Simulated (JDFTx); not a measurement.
# P2 in JDFTx: a series of runs

Runs on P2. Level: PBE+D3. Tasks: solvation.

All numbers are computed with JDFTx 1.7.0 (patched build); they aren't measurements. Logs are shortened: lines on timing, memory, paths and dates and some standing lists are left out, and cuts for length are marked. The log counts tension as positive stress, the text compression.

## Step 1: The molecule as given

The cell holds a molecule in a box, 2 atoms: a = 9.000 Å, b = 9.000 Å, c = 11.000 Å, α = 90.00°, β = 90.00°, γ = 90.00°.

## Step 2: Solvation, PBE+D3

File fluid.in:

```
lattice \
   17.0075351216     0.0000000000     0.0000000000 \
    0.0000000000    17.0075351216     0.0000000000 \
    0.0000000000     0.0000000000    20.7869873709
coords-type Lattice
ion P      0.5014444400     0.5023333300     0.4170272700 1
ion P      0.5014444400     0.5023333300     0.5891545500 1

ion-species pseudo/P.upf
elec-cutoff 22
elec-ex-corr gga-PBE
van-der-waals D3
kpoint-folding 1 1 1
elec-n-bands 5
electronic-minimize nIterations 100 energyDiffThreshold 1e-06
fluid LinearPCM
pcm-variant SCCS_g09beta
fluid-solvent H2O
fluid-minimize nIterations 200 knormThreshold 1e-10
initial-state vacuum.$VAR
core-overlap-check none
forces-output-coords Cartesian

dump-name fluid.$VAR
dump End Ecomponents EigStats BandEigs Kpoints Forces
```

Potentials or basis: PseudoDojo-SR-PBE-0.5-standard with smoothed tails.

The run is started by

```sh
jdftx -c 1 -i fluid.in -o fluid.out
```

What it wrote:

```text
*************** JDFTx 1.7.0 (patched build) ***************

Input parsed successfully to the following command list (including defaults):
[... the input with its defaults ...]

---------- Setting up symmetries ----------

Found 16 point-group symmetries of the bravais lattice
Found 16 space-group symmetries with basis
Applied RMS atom displacement 0 bohrs to make symmetries exact.

---------- Initializing the Grid ----------
R =
[      17.0075            0            0  ]
[            0      17.0075            0  ]
[            0            0       20.787  ]
unit cell volume = 6012.77
G =
[   0.369435          0          0  ]
[          0   0.369435          0  ]
[          0          0   0.302265  ]
Minimum fftbox size, Smin = [  72  72  88  ]
Chosen fftbox size, S = [  72  72  90  ]

---------- Exchange Correlation functional ----------
Initalized PBE GGA exchange.
Initalized PBE GGA correlation.

---------- Setting up pseudopotentials ----------
Width of ionic core gaussian charges (only for fluid interactions / plotting) set to 0.37889

Reading pseudopotential file 'pseudo/P.upf':
  'P' pseudopotential, 'PBE' functional
  Generated using ONCVPSP code by D. R. Hamann
  5 valence electrons, 2 orbitals, 6 projectors, 1001 radial grid points, with lMax = 2
    3S    l: 0   occupation:  2.0   eigenvalue: -0.513364
    3P    l: 1   occupation:  3.0   eigenvalue: -0.202372
  Core radius for overlap checks: 1.66 bohrs.

Initialized 1 species with 2 total atoms.

Folded 1 k-points by 1x1x1 to 1 k-points.

---------- Setting up k-points, bands, fillings ----------
No reducable k-points.
Computing the number of bands and number of electrons
Calculating initial fillings.
nElectrons:  10.000000   nBands: 5   nStates: 1

----- Setting up reduced wavefunction bases (one per k-point) -----
average nbasis = 29599.000 , ideal nbasis = 29634.822

Initializing DFT-D3 calculator:
	Parameters set for gga-PBE functional
	s6:  1.000  s_r6:  1.217
	s8:  0.722  s_r8:  1.000
	Per-atom parameters loaded for:
	 P:  sqrtQ[a0]:  4.297  Rcov[a0]:  2.079  CN: [ 0.00 0.99 2.01 2.99 ]

---------- Setting up ewald sum ----------
Optimum gaussian width for ewald sums = 6.462936 bohr.
Real space sum over 1089 unit cells with max indices [  5  5  4  ]
Reciprocal space sum over 1573 terms with max indices [  5  5  6  ]

Computing DFT-D3 correction:
# coordination-number P 1.000 1.000
# diagonal-C6 P 180.73 180.73
EvdW_6 =   -0.000094
EvdW_8 =   -0.000013

---------- Allocating electronic variables ----------
Reading eigenvalues from 'vacuum.eigenvals'.
Initializing wave functions:  reading from 'vacuum.wfns'
----- createFluidSolver() ----- (Fluid-side solver setup)
   Initializing fluid molecule 'H2O'
     Initializing site 'O'
       Electron density: proportional to exp(-r/0.36935)*erfc((r-0.51523)/0.36823) with norm 6.826
       Charge density: gaussian nuclear width 0.478731 with net site charge 0.826
       Polarizability: cuspless exponential with width 0.32 and norm 3.73
       Hard sphere radius: 2.57003 bohrs
       Positions in reference frame:
         [ +0.000000 +0.000000 +0.000000 ]
     Initializing site 'H'
       Electron density: proportional to exp(-r/0.34641)*erfc((r-0)/0.390882) with norm 0.587
       Charge density: gaussian nuclear width 0.377945 with net site charge -0.413
       Polarizability: cuspless exponential with width 0.39 and norm 3.3
       Positions in reference frame:
         [ +0.000000 -1.441945 +1.122523 ]
         [ +0.000000 +1.441945 +1.122523 ]
     Net charge: 0   dipole magnitude: 0.927204
     Initializing spherical shell mfKernel with radius 2.61727 Bohr
     deltaS corrections:
       site 'O': -7.54299
       site 'H': -6.83917

Correction to mu due to finite nuclear width = -0.00150014
   Cavity determined by rhoMin: 0.0001  rhoMax: 0.0015
   Effective cavity tension: 7.06535e-06 Eh/bohr^2 and pressure: -2.71914e-06 Eh/bohr^3 to account for cavitation and dispersion.

Computing DFT-D3 correction:
# coordination-number P 1.000 1.000
# diagonal-C6 P 180.73 180.73
EvdW_6 =   -0.000094
EvdW_8 =   -0.000013

-------- Electronic minimization -----------
	Linear fluid (dielectric constant: 78.4) occupying 0.864581 of unit cell:	Completed after 16 iterations at
ElecMinimize: Iter:   0  Etot: -13.152840780666031  |grad|_K:  8.051e-06  alpha:  1.000e+00
	Linear fluid (dielectric constant: 78.4) occupying 0.864512 of unit cell:	Completed after 2 iterations at
	Linear fluid (dielectric constant: 78.4) occupying 0.864471 of unit cell:	Completed after 2 iterations at
ElecMinimize: Iter:   1  Etot: -13.152855998424599  |grad|_K:  3.345e-06  alpha:  1.596e+00  linmin: -9.190e-03
	Linear fluid (dielectric constant: 78.4) occupying 0.864479 of unit cell:	Completed after 0 iterations at
	Linear fluid (dielectric constant: 78.4) occupying 0.864479 of unit cell:	Completed after 0 iterations at
ElecMinimize: Iter:   2  Etot: -13.152858345959626  |grad|_K:  1.808e-06  alpha:  1.410e+00  linmin: -8.750e-06
	Linear fluid (dielectric constant: 78.4) occupying 0.864458 of unit cell:	Completed after 0 iterations at
	Linear fluid (dielectric constant: 78.4) occupying 0.864465 of unit cell:	Completed after 0 iterations at
ElecMinimize: Iter:   3  Etot: -13.152858790179710  |grad|_K:  7.775e-07  alpha:  9.178e-01  linmin: -8.524e-09
	Linear fluid (dielectric constant: 78.4) occupying 0.864448 of unit cell:	Completed after 0 iterations at
	Linear fluid (dielectric constant: 78.4) occupying 0.864439 of unit cell:	Completed after 0 iterations at
ElecMinimize: Iter:   4  Etot: -13.152858912912141  |grad|_K:  3.145e-07  alpha:  1.372e+00  linmin:  4.746e-06
ElecMinimize: Converged (|Delta Etot|<1.000000e-06 for 2 iters).
Setting wave functions to eigenvectors of Hamiltonian

Computing DFT-D3 correction:
# coordination-number P 1.000 1.000
# diagonal-C6 P 180.73 180.73
EvdW_6 =   -0.000094
EvdW_8 =   -0.000013

# Ionic positions in lattice coordinates:
ion P   0.501444440000000   0.502333330000000   0.417027270000000 1
ion P   0.501444440000000   0.502333330000000   0.589154550000000 1

# Forces in Cartesian coordinates:
force P   0.000000000000000   0.000000000000000  -0.007602407991939 1
force P   0.000000000000000  -0.000000000000000   0.007602407991939 1

# Energy components:
   A_diel =        0.0003880446578375
   Eewald =       -0.6534033100647781
       EH =        9.9377481223743107
     Eloc =      -26.0089676791547575
      Enl =        2.0846587850422384
     EvdW =       -0.0001062668718166
      Exc =       -3.9380167537151407
 Exc_core =        0.6337414130512482
       KE =        4.7910987317687166
-------------------------------------
     Etot =      -13.1528589129121407

IonicMinimize: Iter:   0  Etot: -13.152858912912141  |grad|_K:  4.389e-03
IonicMinimize: None of the convergence criteria satisfied after 0 iterations.

#--- Lowdin population analysis ---
# oxidation-state P +0.077 +0.077

Dumping 'fluid.eigStats' ...
	eMin: -0.603334 at state 0 ( [ +0.000000 +0.000000 +0.000000 ] spin 0 )
	HOMO: -0.241970 at state 0 ( [ +0.000000 +0.000000 +0.000000 ] spin 0 )
	mu  : unavailable
	LUMO: unavailable
	eMax: -0.241970 at state 0 ( [ +0.000000 +0.000000 +0.000000 ] spin 0 )
	HOMO-LUMO gap: unavailable
	Optical gap  : unavailable
Done!
[note: without ions in the liquid mu and the levels have no absolute zero]
```

Run time: 8.9 s. Hardware: 1 thread of Arm Neoverse V2, shared host; peak memory 0.19 GiB.

Results:

```yaml
Free_energy: -357.9075 eV
Largest_force: 0.391 eV/Å
Solvation_energy: 0.011 eV
```

Forces in eV/Å, atoms in the order of the input:
```
P    0.000  0.000 -0.391
P    0.000  0.000  0.391
```

Caveat: forces may be off by hundredths of an eV/Å; forces in the liquid are good to some per cent; the liquid is a continuum model, checked here against plausible ranges alone.

## Step 3: Solvation, PBE+D3

Changes to fluid.in since step 2:

```diff
@@ -16,3 +16,3 @@
 fluid LinearPCM
-pcm-variant SCCS_g09beta
+pcm-variant SoftSphere
 fluid-solvent H2O
```

Potentials or basis: PseudoDojo-SR-PBE-0.5-standard with smoothed tails.

The run is started by

```sh
jdftx -c 1 -i fluid.in -o fluid.out
```

What it wrote:

```text
*************** JDFTx 1.7.0 (patched build) ***************

Input parsed successfully to the following command list (including defaults):
[... the input with its defaults ...]

---------- Setting up symmetries ----------

Found 16 point-group symmetries of the bravais lattice
Found 16 space-group symmetries with basis
Applied RMS atom displacement 0 bohrs to make symmetries exact.

---------- Initializing the Grid ----------
R =
[      17.0075            0            0  ]
[            0      17.0075            0  ]
[            0            0       20.787  ]
unit cell volume = 6012.77
G =
[   0.369435          0          0  ]
[          0   0.369435          0  ]
[          0          0   0.302265  ]
Minimum fftbox size, Smin = [  72  72  88  ]
Chosen fftbox size, S = [  72  72  90  ]

---------- Exchange Correlation functional ----------
Initalized PBE GGA exchange.
Initalized PBE GGA correlation.

---------- Setting up pseudopotentials ----------
Width of ionic core gaussian charges (only for fluid interactions / plotting) set to 0.37889
[... 96 lines left out ...]
ElecMinimize: Iter:   6  Etot: -13.153929802725003  |grad|_K:  3.207e-07  alpha:  1.414e+00  linmin: -1.274e-05
ElecMinimize: Converged (|Delta Etot|<1.000000e-06 for 2 iters).
Setting wave functions to eigenvectors of Hamiltonian

Computing DFT-D3 correction:
# coordination-number P 1.000 1.000
# diagonal-C6 P 180.73 180.73
EvdW_6 =   -0.000094
EvdW_8 =   -0.000013

# Ionic positions in lattice coordinates:
ion P   0.501444440000000   0.502333330000000   0.417027270000000 1
ion P   0.501444440000000   0.502333330000000   0.589154550000000 1

# Forces in Cartesian coordinates:
force P  -0.000000000000000   0.000000000000000  -0.008449941138788 1
force P   0.000000000000000  -0.000000000000000   0.008449941138788 1

# Energy components:
   A_diel =       -0.0008637290754782
   Eewald =       -0.6534033100647781
       EH =        9.9133650929390633
     Eloc =      -25.9719542396356999
      Enl =        2.0814324701526372
     EvdW =       -0.0001062668718166
      Exc =       -3.9317835390344986
 Exc_core =        0.6337414130512482
       KE =        4.7756423058143200
-------------------------------------
     Etot =      -13.1539298027250027

IonicMinimize: Iter:   0  Etot: -13.153929802725003  |grad|_K:  4.879e-03
IonicMinimize: None of the convergence criteria satisfied after 0 iterations.

#--- Lowdin population analysis ---
# oxidation-state P +0.077 +0.077

Dumping 'fluid.eigStats' ...
	eMin: -0.594783 at state 0 ( [ +0.000000 +0.000000 +0.000000 ] spin 0 )
	HOMO: -0.233509 at state 0 ( [ +0.000000 +0.000000 +0.000000 ] spin 0 )
	mu  : unavailable
	LUMO: unavailable
	eMax: -0.233509 at state 0 ( [ +0.000000 +0.000000 +0.000000 ] spin 0 )
	HOMO-LUMO gap: unavailable
	Optical gap  : unavailable
Done!
[note: without ions in the liquid mu and the levels have no absolute zero]
```

It took 9.7 s on 1 thread of Arm Neoverse V2, shared host; peak memory 0.19 GiB.

Results:

```yaml
Free_energy: -357.9367 eV
Largest_force: 0.435 eV/Å
Solvation_energy: -0.018 eV
```

Forces on the atoms (eV/Å):
```
P    0.000  0.000 -0.435
P    0.000  0.000  0.435
```

Caveat: forces may be off by hundredths of an eV/Å; forces in the liquid are good to some per cent; the liquid is a continuum model, checked here against plausible ranges alone.

## Step 4: Solvation, PBE+D3

Changes to fluid.in since step 3:

```diff
@@ -15,6 +15,6 @@
 electronic-minimize nIterations 100 energyDiffThreshold 1e-06
-fluid LinearPCM
-pcm-variant SoftSphere
+fluid NonlinearPCM
+pcm-variant SGA13
 fluid-solvent H2O
-fluid-minimize nIterations 200 knormThreshold 1e-10
+fluid-minimize nIterations 100 energyDiffThreshold 1e-7
 initial-state vacuum.$VAR
@@ -24,2 +24,2 @@
 dump-name fluid.$VAR
-dump End Ecomponents EigStats BandEigs Kpoints Forces
+dump End Ecomponents EigStats BandEigs Kpoints Forces ElecDensity Dtot KEdensity
```

Potentials or basis: PseudoDojo-SR-PBE-0.5-standard with smoothed tails.

The run is started by

```sh
jdftx -c 1 -i fluid.in -o fluid.out
```

What it wrote:

```text
*************** JDFTx 1.7.0 (patched build) ***************

Input parsed successfully to the following command list (including defaults):
[... the input with its defaults ...]

---------- Setting up symmetries ----------

Found 16 point-group symmetries of the bravais lattice
Found 16 space-group symmetries with basis
Applied RMS atom displacement 0 bohrs to make symmetries exact.

---------- Initializing the Grid ----------
R =
[      17.0075            0            0  ]
[            0      17.0075            0  ]
[            0            0       20.787  ]
unit cell volume = 6012.77
G =
[   0.369435          0          0  ]
[          0   0.369435          0  ]
[          0          0   0.302265  ]
Minimum fftbox size, Smin = [  72  72  88  ]
Chosen fftbox size, S = [  72  72  90  ]

---------- Exchange Correlation functional ----------
Initalized PBE GGA exchange.
Initalized PBE GGA correlation.

---------- Setting up pseudopotentials ----------
Width of ionic core gaussian charges (only for fluid interactions / plotting) set to 0.37889

[... 112 lines left out ...]
	Nonlinear solve completed after 2 iterations at
ElecMinimize: Iter:   6  Etot: -13.153555836149074  |grad|_K:  3.274e-07  alpha:  1.056e+00  linmin: -5.092e-02
ElecMinimize: Converged (|Delta Etot|<1.000000e-06 for 2 iters).
Setting wave functions to eigenvectors of Hamiltonian

Computing DFT-D3 correction:
# coordination-number P 1.000 1.000
# diagonal-C6 P 180.73 180.73
EvdW_6 =   -0.000094
EvdW_8 =   -0.000013

# Ionic positions in lattice coordinates:
ion P   0.501444440000000   0.502333330000000   0.417027270000000 1
ion P   0.501444440000000   0.502333330000000   0.589154550000000 1

# Forces in Cartesian coordinates:
force P   0.000000000000000   0.000000000000000  -0.007599113928376 1
force P   0.000000000000000  -0.000000000000000   0.007599113928377 1

# Energy components:
   A_diel =       -0.0005165038090623
   Eewald =       -0.6534033100647781
       EH =        9.9208709356250999
     Eloc =      -25.9870221532939887
      Enl =        2.0849456552825658
     EvdW =       -0.0001062668718166
      Exc =       -3.9335324120289683
 Exc_core =        0.6337414130512482
       KE =        4.7814668059606271
-------------------------------------
     Etot =      -13.1535558361490743

IonicMinimize: Iter:   0  Etot: -13.153555836149074  |grad|_K:  4.387e-03
IonicMinimize: None of the convergence criteria satisfied after 0 iterations.

#--- Lowdin population analysis ---
# oxidation-state P +0.077 +0.077

Dumping 'fluid.eigStats' ...
	eMin: -0.592805 at state 0 ( [ +0.000000 +0.000000 +0.000000 ] spin 0 )
	HOMO: -0.231168 at state 0 ( [ +0.000000 +0.000000 +0.000000 ] spin 0 )
	mu  : unavailable
	LUMO: unavailable
	eMax: -0.231168 at state 0 ( [ +0.000000 +0.000000 +0.000000 ] spin 0 )
	HOMO-LUMO gap: unavailable
	Optical gap  : unavailable
Done!
[note: without ions in the liquid mu and the levels have no absolute zero]
```

It took 17 s on 1 thread of Arm Neoverse V2, shared host; peak memory 0.22 GiB.

Results:

```yaml
Free_energy: -357.9265 eV
Largest_force: 0.391 eV/Å
Solvation_energy: -0.008 eV
```

Forces in eV/Å, atoms in the order of the input:
```
P    0.000  0.000 -0.391
P    0.000  0.000  0.391
```

Caveat: forces may be off by hundredths of an eV/Å; forces in the liquid are good to some per cent; the liquid is a continuum model, checked here against plausible ranges alone.

## Step 5: Solvation, PBE+D3

Changes to fluid.in since step 4:

```diff
@@ -15,6 +15,6 @@
 electronic-minimize nIterations 100 energyDiffThreshold 1e-06
-fluid NonlinearPCM
-pcm-variant SGA13
+fluid LinearPCM
+pcm-variant GLSSA13
 fluid-solvent H2O
-fluid-minimize nIterations 100 energyDiffThreshold 1e-7
+fluid-minimize nIterations 200 knormThreshold 1e-10
 initial-state vacuum.$VAR
```

Potentials or basis: PseudoDojo-SR-PBE-0.5-standard with smoothed tails.

The run is started by

```sh
jdftx -c 1 -i fluid.in -o fluid.out
```

What it wrote:

```text
*************** JDFTx 1.7.0 (patched build) ***************

Input parsed successfully to the following command list (including defaults):
[... the input with its defaults ...]

---------- Setting up symmetries ----------

Found 16 point-group symmetries of the bravais lattice
Found 16 space-group symmetries with basis
Applied RMS atom displacement 0 bohrs to make symmetries exact.

---------- Initializing the Grid ----------
R =
[      17.0075            0            0  ]
[            0      17.0075            0  ]
[            0            0       20.787  ]
unit cell volume = 6012.77
G =
[   0.369435          0          0  ]
[          0   0.369435          0  ]
[          0          0   0.302265  ]
Minimum fftbox size, Smin = [  72  72  88  ]
Chosen fftbox size, S = [  72  72  90  ]

---------- Exchange Correlation functional ----------
Initalized PBE GGA exchange.
Initalized PBE GGA correlation.

---------- Setting up pseudopotentials ----------
Width of ionic core gaussian charges (only for fluid interactions / plotting) set to 0.37889
[... 92 lines left out ...]
ElecMinimize: Iter:   5  Etot: -13.152355811391093  |grad|_K:  3.059e-07  alpha:  1.315e+00  linmin:  2.348e-06
ElecMinimize: Converged (|Delta Etot|<1.000000e-06 for 2 iters).
Setting wave functions to eigenvectors of Hamiltonian

Computing DFT-D3 correction:
# coordination-number P 1.000 1.000
# diagonal-C6 P 180.73 180.73
EvdW_6 =   -0.000094
EvdW_8 =   -0.000013

# Ionic positions in lattice coordinates:
ion P   0.501444440000000   0.502333330000000   0.417027270000000 1
ion P   0.501444440000000   0.502333330000000   0.589154550000000 1

# Forces in Cartesian coordinates:
force P  -0.000000000000000   0.000000000000000  -0.007510085896054 1
force P  -0.000000000000000  -0.000000000000000   0.007510085896054 1

# Energy components:
   A_diel =        0.0008497405223334
   Eewald =       -0.6534033100647781
       EH =        9.9395115187327274
     Eloc =      -26.0107202143887868
      Enl =        2.0847441688752553
     EvdW =       -0.0001062668718166
      Exc =       -3.9380710640057273
 Exc_core =        0.6337414130512482
       KE =        4.7910982027584481
-------------------------------------
     Etot =      -13.1523558113910930

IonicMinimize: Iter:   0  Etot: -13.152355811391093  |grad|_K:  4.336e-03
IonicMinimize: None of the convergence criteria satisfied after 0 iterations.

#--- Lowdin population analysis ---
# oxidation-state P +0.078 +0.078

Dumping 'fluid.eigStats' ...
	eMin: -0.599637 at state 0 ( [ +0.000000 +0.000000 +0.000000 ] spin 0 )
	HOMO: -0.238289 at state 0 ( [ +0.000000 +0.000000 +0.000000 ] spin 0 )
	mu  : unavailable
	LUMO: unavailable
	eMax: -0.238289 at state 0 ( [ +0.000000 +0.000000 +0.000000 ] spin 0 )
	HOMO-LUMO gap: unavailable
	Optical gap  : unavailable
Done!
[note: without ions in the liquid mu and the levels have no absolute zero]
```

It took 8.7 s on 1 thread of Arm Neoverse V2, shared host; peak memory 0.18 GiB.

What came out:

```yaml
Free_energy: -357.8938 eV
Largest_force: 0.386 eV/Å
Solvation_energy: 0.025 eV
```

Forces in eV/Å, atoms in the order of the input:
```
P    0.000  0.000 -0.386
P    0.000  0.000  0.386
```

Caveat: forces may be off by hundredths of an eV/Å; forces in the liquid are good to some per cent; the liquid is a continuum model, checked here against plausible ranges alone.

## Step 6: Summary

| liquid model | variant of the liquid model | largest force (eV/Å) |
| --- | --- | --- |
| LinearPCM | SCCS_g09beta | 0.39 |
| LinearPCM | SoftSphere | 0.43 |
| NonlinearPCM | SGA13 | 0.39 |
| LinearPCM | GLSSA13 | 0.39 |

Alike in all rows: task solvation; level PBE+D3; potentials or basis PseudoDojo-SR-PBE-0.5-standard with smoothed tails; no spin polarisation; cell as given; k mesh 1 × 1 × 1; cutoff (eV) 599; smearing fixed.

Caveats: forces may be off by hundredths of an eV/Å; forces in the liquid are good to some per cent; the liquid is a continuum model, checked here against plausible ranges alone.

Total energies depend on the potentials used, so only differences within one code and one set of settings carry meaning.
